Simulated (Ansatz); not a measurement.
# GaBTe3: the cost of one run

Method: DFT PBE, scalar-relativistic, plane waves, PAW, in Ansatz 0.2.0.

1 further run of the same task is left out (set aside as unsound or not needed).

## Step 1: Starting point

It takes space group P4mm (No. 99, tetragonal). Conventional cell: a = 4.640 Å, b = 4.640 Å, c = 6.854 Å, α = 90.00°, β = 90.00°, γ = 90.00°. Ga (site symmetry 4mm) has 1 B at 1.79 Å and 4 Te at 2.39 Å as nearest neighbours. B (site symmetry 4mm) is surrounded by 1 Ga at 1.79 Å. Te (site symmetry 2mm) has 2 Ga at 2.39 Å and 2 B at 2.62 Å as nearest neighbours. Te (site symmetry 4mm) is surrounded by 1 B at 2.44 Å and 1 Ga at 2.63 Å.

Structure file:

```cif
data_structure
_symmetry_space_group_name_H-M 'P4mm'
_symmetry_Int_Tables_number 99
_cell_length_a 4.6399
_cell_length_b 4.6399
_cell_length_c 6.8545
_cell_angle_alpha 90.000
_cell_angle_beta 90.000
_cell_angle_gamma 90.000
_cell_volume 147.57
loop_
_atom_site_label
_atom_site_type_symbol
_atom_site_symmetry_multiplicity
_atom_site_Wyckoff_symbol
_atom_site_fract_x
_atom_site_fract_y
_atom_site_fract_z
_atom_site_occupancy
Ga1 Ga 1 a 0.00000 0.00000 0.97510 1
B1 B 1 a 0.00000 0.00000 0.23562 1
Te1 Te 2 c 0.00000 0.50000 0.05777 1
Te2 Te 1 a 0.00000 0.00000 0.59086 1
```

Recipe of the guess: random cell by space group and Wyckoff sites (P4mm, No. 99). Its size is a rough estimate.

## Step 2: Probe: one point on a coarse mesh

input.yaml

```yaml
crystal:
  lattice:
    - [4.63989636, 0.0, 0.0]
    - [0.0, 4.63989636, 0.0]
    - [0.0, 0.0, 6.85448419]
  atoms:
    - { symbol: Ga, position: [0.0, 0.0, 0.97509804] }
    - { symbol: B, position: [0.0, 0.0, 0.2356165] }
    - { symbol: Te, position: [0.0, 0.5, 0.0577677] }
    - { symbol: Te, position: [0.5, 0.0, 0.0577677] }
    - { symbol: Te, position: [0.0, 0.0, 0.59086126] }
basis:
  ecutwfc: 420
kpoints:
  mp_grid: { grid: [4, 4, 4] }
hamiltonian:
  xc: pbe
scf:
  occupations: { method: gaussian, width: 0.1 }
  lower_state_search: "off"
output:
  forces: true
  stress: true
  eigenvalues: true
```

Run with:

```
$ ansatz run input.yaml --threads 1 --pin off --max-ram 2560MiB --backend cpu --events-out ev --progress --plain --runs-dir out
```

What time and memory should one allow on 1 thread of Intel Xeon Platinum 8488C (Sapphire Rapids), shared host?

About 5.3 s, with a peak of 0.53 GiB.
